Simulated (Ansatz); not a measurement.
# H₄NO₃Ta: up Jacob's ladder to CCSD(T)

One table from this session's results is given with a row withheld; the runs are named, their logs left out.

Program: Ansatz 0.2.0, Gaussian basis. Level of theory: functionals in def2-TZVPP, the program's frozen cores in correlated methods. These are calculated values, not measurements.

Plan: LDA (SPW92), PBE-D4, revPBE-D4, BLYP-D4, r2SCAN-D4, B97M-V, PBE0-D4, B3LYP-D4, r2SCANh-D4, r2SCAN0-D4, HSE06-D4, BHLYP-D4, CAM-B3LYP-D4, LC-ωPBE, ωB97X-V, ωB97M-V, B2PLYP, PBE-QIDH; CCSD(T)/def2-SVP; CCSD(T)/def2-TZVPP; MP2/def2-QZVPP; extrapolation to the limit; RPA on PBE.

1 further run of the same task is left out (for a known fault of the program). Runs told in other sessions of the task aren't counted.

## The geometry

The geometry comes from an earlier relaxation with PBE0-D4 in a triple-zeta def2 set; it is a stationary point, not always the lowest conformer. Ta takes the def2 core potential; no spin-orbit term is included.

9 atoms, charge 0, spin multiplicity 1.

Atoms are counted from 1 here; the program's logs count them from 0.

Bond lengths: N1–Ta2 1.979 Å, N1–H6 1.009 Å, N1–H7 1.009 Å, Ta2–O3 1.721 Å, Ta2–O4 1.918 Å, Ta2–O5 1.914 Å, O4–H8 0.956 Å, O5–H9 0.957 Å. Angles: Ta2–N1–H6 125.6°, Ta2–N1–H7 124.1°, H6–N1–H7 110.2°, N1–Ta2–O3 105.6°, N1–Ta2–O4 112.6°, N1–Ta2–O5 109.1°, O3–Ta2–O4 108.0°, O3–Ta2–O5 111.7°, O4–Ta2–O5 109.8°, Ta2–O4–H8 133.2°, Ta2–O5–H9 130.0°.

The first run:

Contents of in.yaml:

```yaml
crystal:
  periodic: [false, false, false]
  atoms:
    - {symbol: N, position_ang: [0.901994, -0.427621, -1.273765]}
    - {symbol: Ta, position_ang: [0.038049, -0.042488, 0.464986]}
    - {symbol: O, position_ang: [1.209385, -0.437408, 1.663028]}
    - {symbol: O, position_ang: [-1.513193, -1.126976, 0.774541]}
    - {symbol: O, position_ang: [-0.442582, 1.808814, 0.528457]}
    - {symbol: H, position_ang: [0.523022, -0.200683, -2.181490]}
    - {symbol: H, position_ang: [1.812920, -0.849568, -1.371668]}
    - {symbol: H, position_ang: [-2.315892, -1.277794, 0.278300]}
    - {symbol: H, position_ang: [-0.125203, 2.507324, 1.100412]}
basis:
  gaussian: {orbitals: def2-TZVPP}
hamiltonian: {xc: lda}
output: {orbitals: {seedname: orbitals}}
```

Launch:

```sh
$ ansatz run in.yaml --threads 4 --pin off --events-out ev --progress --plain --max-ram 10444MiB
```

Steps of the session up to this table: LDA; PBE-D4 (GGA); revPBE-D4 (GGA); BLYP-D4 (GGA); r2SCAN-D4 (meta-GGA); B97M-V (meta-GGA); PBE0-D4 (hybrid); B3LYP-D4 (hybrid); r2SCANh-D4 (hybrid); r2SCAN0-D4 (hybrid); HSE06-D4 (hybrid); BHLYP-D4 (hybrid); CAM-B3LYP-D4 (range-separated); LC-ωPBE (range-separated); ωB97X-V (range-separated); ωB97M-V (range-separated); B2PLYP (double hybrid); PBE-QIDH (double hybrid).

One of the session's tables, all rows but one given; the rest of the session is left out.

It belongs to the step «Orbital energies across the functionals». 

| functional | HOMO (eV) | gap (eV) |
| --- | --- | --- |
| LDA (SPW92) | -6.75 | 5.40 |
| PBE-D4 | -6.52 | 5.42 |
| revPBE-D4 | -6.44 | 5.44 |
| BLYP-D4 | -6.41 | 5.34 |
| r2SCAN-D4 | -6.85 | 5.99 |
| B97M-V | -6.89 | 5.96 |
| PBE0-D4 | -7.99 | 7.69 |
| B3LYP-D4 | -7.74 | 7.12 |
| r2SCANh-D4 | ? | ? |
| r2SCAN0-D4 | -8.23 | 8.15 |
| HSE06-D4 | -7.58 | 6.92 |
| BHLYP-D4 | -9.37 | 9.61 |
| CAM-B3LYP-D4 | -9.45 | 9.85 |
| LC-ωPBE | -10.86 | 12.50 |
| ωB97X-V | -10.46 | 11.89 |
| ωB97M-V | -10.36 | 11.35 |

Estimate the missing values for r2SCANh-D4.

Worked estimate for «HOMO (eV)». Against the share of exact exchange, r2SCAN-D4 (0, -6.85), r2SCAN0-D4 (0.25, -8.23) give a slope of -5.52 per unit share; at 0.1 the line stands at -7.40.

As computed: HOMO (eV): -7.40; gap (eV): 6.86. In «HOMO (eV)» the line misses by 0.00.
